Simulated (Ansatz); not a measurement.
# AlBH4Te (SMILES B[Te][AlH2]): functionals against CCSD(T) at one geometry

One table from this session's results is given with a row withheld; the runs are named, their logs left out.

Computed with Ansatz 0.2.0, Gaussian basis. Level: single points in def2-TZVPP.

Cores are frozen in the correlated methods. Filled d shells of the heavier atoms are correlated. Core potentials replace the inner electrons past krypton, and spin-orbit coupling is left out.

## The system as given

7 atoms, charge 0, spin multiplicity 1.

Atoms are counted from 1 here; the program's logs count them from 0.

Bond lengths: B1–Te2 2.060 Å, B1–H4 1.164 Å, B1–H5 1.371 Å, Te2–Al3 2.516 Å, Al3–H6 1.423 Å, Al3–H7 1.412 Å. Angles: Te2–B1–H4 126.3°, Te2–B1–H5 129.7°, H4–B1–H5 103.6°, B1–Te2–Al3 78.5°, Te2–Al3–H6 108.8°, Te2–Al3–H7 118.9°, H6–Al3–H7 131.5°.

Coordinates:

```
B    -1.1347   -0.6231   -0.6194
Te   -0.1840    0.8986   -1.6312
Al    1.2034    0.7427    0.4615
H    -2.1641   -1.0935   -0.8922
H    -0.8211   -1.2077    0.5804
H     2.2525   -0.1943    0.2467
H     0.7384    1.3734    1.6360
```

Set-up of the first run:

The input, run/in.yaml:

```yaml
crystal:
  periodic: [false, false, false]
  atoms:
    - {symbol: B, position_ang: [-1.134700, -0.623100, -0.619400]}
    - {symbol: Te, position_ang: [-0.184000, 0.898600, -1.631200]}
    - {symbol: Al, position_ang: [1.203400, 0.742700, 0.461500]}
    - {symbol: H, position_ang: [-2.164100, -1.093500, -0.892200]}
    - {symbol: H, position_ang: [-0.821100, -1.207700, 0.580400]}
    - {symbol: H, position_ang: [2.252500, -0.194300, 0.246700]}
    - {symbol: H, position_ang: [0.738400, 1.373400, 1.636000]}
basis:
  gaussian: {orbitals: def2-TZVPP}
correlation: {method: ccsd_t}
output: {forces: true}
```

The command line of these runs was not kept.

Steps of the session up to this table: CCSD(T)/def2-TZVPP; PBE0-D4/def2-TZVPP; wB97M-V/def2-TZVPP; r2SCAN-D4/def2-TZVPP; PBE-D4/def2-TZVPP; SPW92/def2-TZVPP; BLYP-D4/def2-TZVPP.

One table of the session follows, with a row left open; its other results are not shown here.

```
   method  RMS force component (eV/Å)  angle to CCSD(T) forces (°)  dipole (D)
  CCSD(T)                       1.437                    reference        1.68
  PBE0-D4                           ?                            ?           ?
  wB97M-V                       1.399                          2.3        1.59
r2SCAN-D4                       1.435                          1.5        1.50
   PBE-D4                       1.439                          4.6        1.52
    SPW92                       1.411                          9.2        1.48
  BLYP-D4                       1.416                          4.9        1.60
```

Estimate the missing values for PBE0-D4.

**Answer.** RMS force component (eV/Å): 1.437; angle to CCSD(T) forces (°): 2.1; dipole (D): 1.51.
